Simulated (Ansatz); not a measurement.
# C3H6N2OSi: the cost of one run

All numbers below are computed with Ansatz 0.2.0 (RKS PBE0-D4/def2-SVP).

## 1. The system as given

Bond lengths: C1–N2 1.250 Å, N2–Si3 1.746 Å, Si3–O4 1.624 Å, O4–C5 1.315 Å, C5–C6 1.216 Å, C6–N7 1.451 Å, C1–H8 1.154 Å, C1–H9 1.079 Å, Si3–H10 1.516 Å, Si3–H11 1.443 Å, N7–H12 1.029 Å, N7–H13 0.970 Å. Angles (14 of 16 angles, heavy atoms first): C1–N2–Si3 117.5°, N2–Si3–O4 109.1°, Si3–O4–C5 118.1°, O4–C5–C6 176.4°, C5–C6–N7 178.0°, N2–C1–H8 120.7°, N2–C1–H9 124.0°, N2–Si3–H10 106.9°, N2–Si3–H11 108.1°, O4–Si3–H10 107.1°, O4–Si3–H11 113.1°, C6–N7–H12 112.4°, C6–N7–H13 117.4°, H8–C1–H9 115.0°.

Structure file:

```xyz
13

C    -0.8251   -3.0634    0.9202
N     0.3584   -2.6922    0.7635
Si    0.6289   -1.2184   -0.1329
O    -0.0550    0.0206    0.6644
C    -0.0183    1.2113    0.1068
C     0.0680    2.3327   -0.3556
N     0.2073    3.6538   -0.9397
H    -1.6996   -2.4308    0.5130
H    -1.1161   -3.9235    1.5032
H     2.1246   -0.9731   -0.1386
H     0.0970   -1.3981   -1.4617
H    -0.6500    4.2161   -0.8463
H     0.9002    4.2302   -0.5815
```

## 2. End point A

Contents of input.yaml:

```yaml
crystal:
  periodic: [false, false, false]
  atoms:
    - { symbol: C, position_ang: [-0.8251, -3.0634, 0.9202] }
    - { symbol: "N", position_ang: [0.3584, -2.6922, 0.7635] }
    - { symbol: Si, position_ang: [0.6289, -1.2184, -0.1329] }
    - { symbol: O, position_ang: [-0.055, 0.0206, 0.6644] }
    - { symbol: C, position_ang: [-0.0183, 1.2113, 0.1068] }
    - { symbol: C, position_ang: [0.068, 2.3327, -0.3556] }
    - { symbol: "N", position_ang: [0.2073, 3.6538, -0.9397] }
    - { symbol: H, position_ang: [-1.6996, -2.4308, 0.513] }
    - { symbol: H, position_ang: [-1.1161, -3.9235, 1.5032] }
    - { symbol: H, position_ang: [2.1246, -0.9731, -0.1386] }
    - { symbol: H, position_ang: [0.097, -1.3981, -1.4617] }
    - { symbol: H, position_ang: [-0.65, 4.2161, -0.8463] }
    - { symbol: H, position_ang: [0.9002, 4.2302, -0.5815] }
basis:
  gaussian: { orbitals: def2-SVP }
hamiltonian:
  xc: pbe0
  dispersion: d4
relax:
  f_tol: 0.015
  max_steps: 40
```

Run with:

```bash
$ ansatz run input.yaml --threads 2 --pin off --max-ram 3072MiB --backend cpu --events-out ev --progress --plain --runs-dir out
```

Q: Estimate wall time and peak memory on 2 threads of Arm Neoverse V1, shared host.

About 57 s, with a peak of 0.33 GiB.
